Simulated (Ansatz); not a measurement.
# Al2GeH7N: the cost of one run

Computed with the Python package of Ansatz 0.2.0. Level of theory: PBE/def2-SVP.

### 1 Starting point

Bond lengths: N1–Al2 1.844 Å, Al2–Al3 2.484 Å, Al3–Ge4 2.347 Å, N1–H5 1.068 Å, N1–H6 1.048 Å, Al2–H7 1.625 Å, Al3–H8 1.638 Å, Ge4–H9 1.631 Å, Ge4–H10 1.521 Å, Ge4–H11 1.562 Å. Angles (14 of 15 angles, heavy atoms first): N1–Al2–Al3 118.7°, Al2–Al3–Ge4 120.7°, N1–Al2–H7 120.4°, Al3–Al2–H7 120.9°, Al2–N1–H5 109.6°, Al2–N1–H6 111.4°, Al2–Al3–H8 117.8°, Ge4–Al3–H8 121.4°, Al3–Ge4–H9 108.1°, Al3–Ge4–H10 112.2°, Al3–Ge4–H11 112.2°, H5–N1–H6 103.6°, H9–Ge4–H10 107.7°, H9–Ge4–H11 105.7°.

The script holds or builds the structure itself.

### 2 The script

Contents of al2geh7n_opt.py:

```python
# -*- coding: utf-8 -*-
"""Minimum-energy structure of Al2GeH7N."""

import logging
import sys

import ansatz as az
import numpy as np
import pandas as pd

logging.basicConfig(stream=sys.stdout, format="%(name)s: %(message)s")
logger = logging.getLogger("run")
logger.setLevel(logging.INFO)

GEOMETRY = """
N     0.00550    2.59160   -0.02420
Al    1.21630    1.44020    0.75630
Al    0.84700   -1.00700    0.54060
Ge   -0.98970   -1.84020   -0.65900
H    -0.97290    2.39320    0.35430
H    -0.08680    2.41060   -1.05240
H     2.51090    2.02230    1.54780
H     1.96070   -2.00890    1.20250
H    -2.35150   -1.31710    0.07020
H    -1.01300   -1.34130   -2.09540
H    -1.06120   -3.40040   -0.62030
"""

geometry = az.Crystal.molecule()
for line in GEOMETRY.strip().splitlines():
    symbol, *xyz = line.split()
    geometry = geometry.atom(symbol, [float(v) for v in xyz])

base = geometry.calculation().basis(gaussian="def2-SVP").functional("PBE")
symbols = [site.symbol for site in geometry.cartesian_sites]
start = np.array([site.position_ang for site in geometry.cartesian_sites], dtype=float)
def progress(event):
    if event["event"] == "relax_step":
        row = event["data"]
        logger.info(f"step {row['step']:3d}  E = {row['lagrangian_ev']:.6f} eV  max force {row['allowed_force_max_ev_ang']:.4f} eV/A")


rep = base.relax(force_tolerance=0.01).session().plan().execute(on_event=progress).report
end = np.array(rep["positions_ang"])

logger.info("reference energy %16.6f eV" % rep["reference_energy_ev"])
logger.info("total energy     %16.6f eV" % rep["free_energy_ev"])
print("occupied (up, down):", rep["n_occupied"], " virtual:", rep["n_virtual"], " frozen:", rep["n_frozen"])

logger.info("bond        before    after (A)")
for i, j in [(0, 1), (0, 4), (0, 5), (1, 2), (1, 6), (2, 3), (2, 7), (3, 8), (3, 9), (3, 10)]:
    d0, d1 = (np.linalg.norm(xyz[i] - xyz[j]) for xyz in (start, end))
    print(f"{symbols[i]}{i}-{symbols[j]}{j}".ljust(10), f"{d0:8.4f} {d1:8.4f}")

charges = rep["charge_distribution"]
table = pd.DataFrame({"atom": symbols, "mulliken": charges["mulliken_charges_e"], "lowdin": charges["lowdin_charges_e"]})
print(table.round(3).to_string())
print("dipole (e A):", np.round(charges["dipole_moment_e_ang"], 4) + 0.0)
with open("al2geh7n_opt.xyz", "w") as handle:
    handle.write(f"{len(symbols)}\nrelaxed Al2GeH7N\n")
    handle.writelines(f"{s:2s} {x:11.6f} {y:11.6f} {z:11.6f}\n" for s, (x, y, z) in zip(symbols, end))
```

### 3 What the engine is handed

The engine receives this input:

```yaml
crystal:
  periodic: [false, false, false]
  atoms:
    - { symbol: "N", position_ang: [0.0055, 2.5916, -0.0242] }
    - { symbol: Al, position_ang: [1.2163, 1.4402, 0.7563] }
    - { symbol: Al, position_ang: [0.847, -1.007, 0.5406] }
    - { symbol: Ge, position_ang: [-0.9897, -1.8402, -0.659] }
    - { symbol: H, position_ang: [-0.9729, 2.3932, 0.3543] }
    - { symbol: H, position_ang: [-0.0868, 2.4106, -1.0524] }
    - { symbol: H, position_ang: [2.5109, 2.0223, 1.5478] }
    - { symbol: H, position_ang: [1.9607, -2.0089, 1.2025] }
    - { symbol: H, position_ang: [-2.3515, -1.3171, 0.0702] }
    - { symbol: H, position_ang: [-1.013, -1.3413, -2.0954] }
    - { symbol: H, position_ang: [-1.0612, -3.4004, -0.6203] }
basis:
  gaussian:
    orbitals: def2-SVP
hamiltonian:
  xc: pbe
relax:
  f_tol: 0.01
```

### 4 Launch

Command:

```
> python al2geh7n_opt.py
```

**Question.** How long does this script take on 1 thread of Arm Neoverse V2, shared host, and how much memory does it need?

About 72 s, with a peak of 0.27 GiB.
